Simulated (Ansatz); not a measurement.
## In3As under changes of volume

One of the cells (25.489 Å³/atom); the others are scaled copies at fixed shape and fractional positions:

```
In As
1.0
     4.67168    0.00000    0.00000
     0.00000    4.67168    0.00000
     0.00000    0.00000    4.67168
In As
3 1
Cartesian
  2.3358 2.3358 0.0000
  2.3358 0.0000 2.3358
  0.0000 2.3358 2.3358
  0.0000 0.0000 0.0000
```

The cell comes from a database or a generator and needn't be the stable form of this composition.

* Program: Ansatz 0.2.0
* Functional: LDA
* Potentials or basis: all-electron LAPW, scalar-relativistic
* Cutoff: 158 eV (chosen from the basis error)
* Basis error allowed: 0.002 eV/atom
* k mesh: 6 × 6 × 6
* Occupations: fermi-dirac, width 0.05 eV
* Spin: no spin polarisation

| volume (Å³/atom) | energy over the lowest point (meV/atom) | pressure (GPa) |
| --- | --- | --- |
| 23.960 | 0.00 | -1.3 |
| 24.470 | 5.68 | -2.3 |
| 24.980 | 14.28 | -3.1 |
| 25.489 | 25.41 | -3.9 |
| 25.999 | 38.73 | -4.5 |
| 26.509 | ? | ? |
| 27.019 | 70.96 | -5.6 |

**Question.** What does the run at 26.509 Å³/atom give?

**Answer.** Energy over the lowest point 53.99 meV/atom; pressure -5.1 GPa.

Worked out: A Birch-Murnaghan fit of order 3 (a polynomial in V^(-2/3)) to the other rows has its minimum at 23.38 Å³/atom, just outside them, with B0 = V·E''(V) = 56 GPa and B' = 5.2. It gives 54.01 meV/atom at 26.509 Å³/atom, against the run's 53.99, and -dE/dV = -5.1 GPa, against -5.1.

Energies are extrapolated to zero smearing.
